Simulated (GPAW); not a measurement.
Set up this calculation in GPAW 26.7.0, as an ASE script.

| Quantity | Value |
| --- | --- |
| Task | single point |
| Functional | PBE |
| Potentials or basis | GPAW PAW data sets (gpaw-data 1.2.1) |
| Cutoff | 800 eV |
| Basis | pw |
| k mesh | 7 × 7 × 7 |
| Occupations | gaussian, width 0.016 eV |
| Spin | no spin polarisation |
| Maxiter | 150 |

The structure of TaF3 lies in POSCAR:

```
TaF3
1.0
    3.9012000000      0.0000000000      0.0000000000
    0.0000000000      3.9012000000      0.0000000000
    0.0000000000      0.0000000000      3.9012000000
Ta F
1 3
Direct
    0.0000000000      0.0000000000      0.0000000000
    0.0000000000      0.0000000000      0.5000000000
    0.0000000000      0.5000000000      0.0000000000
    0.5000000000      0.0000000000      0.0000000000
```

These files were run (other wordings do the same):

run.py

```python
from ase.dft.bandgap import bandgap
from ase.io import read, write
from ase.units import Bohr, GPa
from gpaw import GPAW, PW
from gpaw.elf import elf_from_dft_calculation

atoms = read('POSCAR')

calc = GPAW(mode=PW(800),
            xc='PBE',
            kpts={'size': (7, 7, 7), 'gamma': True},
            occupations={'name': 'methfessel-paxton', 'order': 0, 'width': 0.016},
            nbands=31,
            convergence={'density': 1e-05, 'energy': 1e-05},
            maxiter=150,
            txt='gpaw.txt')
atoms.calc = calc
energy = atoms.get_potential_energy()
forces = atoms.get_forces()
stress = atoms.get_stress()
calc.write('gs.gpw')
write('result.traj', atoms)
print(f'Energy: {energy:.6f} eV')
print('Forces (eV/A):')
print(forces.round(4))
print('Stress (GPa):', (stress / GPa).round(3))
print('Fermi level:', round(calc.get_fermi_level(), 4), 'eV')
print(f'Gap: {bandgap(calc)[0]:.4f} eV, direct: {bandgap(calc, direct=True)[0]:.4f} eV')

# fields on the real-space grid
write('density.cube', atoms, data=calc.get_pseudo_density() * Bohr**3)
write('potential.cube', atoms, data=calc.get_electrostatic_potential())
write('elf.cube', atoms, data=elf_from_dft_calculation(calc).data)
```

Potentials or basis: GPAW PAW data sets (gpaw-data 1.2.1), pw.

The run is started by

```bash
$ OMP_NUM_THREADS=1 python run.py
```

Results of the run:

| Item | Value |
| --- | --- |
| Pressure | 24.7 GPa |
| Band gap on the k mesh | none (metal or under the smearing width) |

Caveat: so large a pressure means that the cell lies far from this level's equilibrium, or that cutoff or potentials fall short.

Wall time 39 s on 1 thread of Arm Neoverse V1 (shared host), peak memory 0.2 GiB.
